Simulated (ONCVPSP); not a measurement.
**Pseudopotential generation for Ti: ONCV, PBE**

Do these settings give a usable potential? It is generated, then checked for transferability, scattering, ghosts and hardness.

Program: ONCVPSP 4.0.1. Reference atom: PBE, scalar-relativistic, spherical and spin-unpolarised. All values are calculated.

## 1. Starting point

Typed settings, in words:

```
element                 : titanium (Ti, Z = 22)
type                    : optimised norm-conserving Vanderbilt (ONCV)
frozen core             : [Ar]
valence charge          : 4
reference configuration : 3d2 4s1.5 (charge +0.5)
partial waves           : 4s: rc 2.90 bohr, ncon 3, nbas 8, qcut 1.7 1/bohr, 2 projectors, debl 1.8 Ha; p scattering state at 0.43 Ha: rc 3.20 bohr, ncon 4, nbas 7, qcut 2.8 1/bohr, 1 projector; 3d: rc 1.55 bohr, ncon 5, nbas 10, qcut 11.8 1/bohr, 2 projectors, debl 0.8 Ha
local potential         : polynomial inside 1.50 bohr (lpopt 4, dvloc0 -1 Ha)
core correction         : not asked for
```

## 2. Generation

Contents of Ti.dat:

```
# ATOM AND REFERENCE CONFIGURATION
# atsym  z   nc   nv     iexc    psfile
  Ti 22.00    5    2        4      upf
#
#   n    l    f
    1    0    2.00
    2    0    2.00
    2    1    6.00
    3    0    2.00
    3    1    6.00
    3    2    2.00
    4    0    1.50
#
# PSEUDOPOTENTIAL AND OPTIMIZATION
# lmax
    2
#
#   l,   rc,      ep,       ncon, nbas, qcut
    0    2.90    0.00    3    8    1.70
    1    3.20    0.43    4    7    2.80
    2    1.55    0.00    5   10   11.80
#
# LOCAL POTENTIAL
# lloc, lpopt,  rc(5),   dvloc0
    4    4    1.50   -1.00
#
# VANDERBILT-KLEINMAN-BYLANDER PROJECTORs
# l, nproj, debl
    0    2    1.80
    1    1    1.60
    2    2    0.80
#
# MODEL CORE CHARGE
# icmod, fcfact, rcfact
    0    0.00    0.00
#
# LOG DERIVATIVE ANALYSIS
# epsh1, epsh2, depsh
   -2.00    5.00    0.02
#
# OUTPUT GRID
# rlmax, drl
    6.00    0.01
#
# TEST CONFIGURATIONS
# ncnf
    4
# nvcnf
#   n    l    f
    2
    3    2    2.00
    4    0    2.00
#
    2
    3    2    2.00
    4    0    1.00
#
    2
    3    2    2.00
    4    0    0.00
#
    3
    3    2    2.00
    4    0    0.00
    4    1    2.00
#
```

Run with:

```
$ oncvpsp.x < Ti.dat > Ti.out
```

What does the calculation give? Wanted: cutoffs for 1 and 0.1 mHa per electron, occupied waves; bound ghosts; GHOST(+) flags; largest test error; largest phase difference near zero energy, channels read; projector energies reset by the program.

As calculated:

```
                                                quantity                                    value
  cutoffs for 1 and 0.1 mHa per electron, occupied waves                          45 Ha and 53 Ha
                                            bound ghosts                               none found
                                          GHOST(+) flags                   s at 22 eV, p at 14 eV
                            largest test error (AE − PS)  +158 meV, for 3d2 4s0 (1 test unsolved)
largest phase difference near zero energy, channels read                                0.046 rad
                 projector energies reset by the program                              p: 0.050 Ha
```

**Reading.** By total energies transferability is poor: the largest error is 158 meV on 18.0 eV, for 3d2 4s0. Of the tests 1 gave no usable energy difference, which is a warning in itself. By its cutoff, 45 Ha for the looser tolerance, it is hard. At the looser tolerance the 3d wave is the slowest; 4s needs 7 Ha. It is free of bound ghosts as far as tested. Of the channels read, p scatters worst near zero energy, by up to 0.05 rad. The pseudo curves have a pole with no partner nearby in the atom's: s at 0.86 Ha. At positive energy that is a spurious or a displaced resonance. The program also flags highly localised states, GHOST(+) (s, p). All of this concerns the isolated atom, not yet a solid.
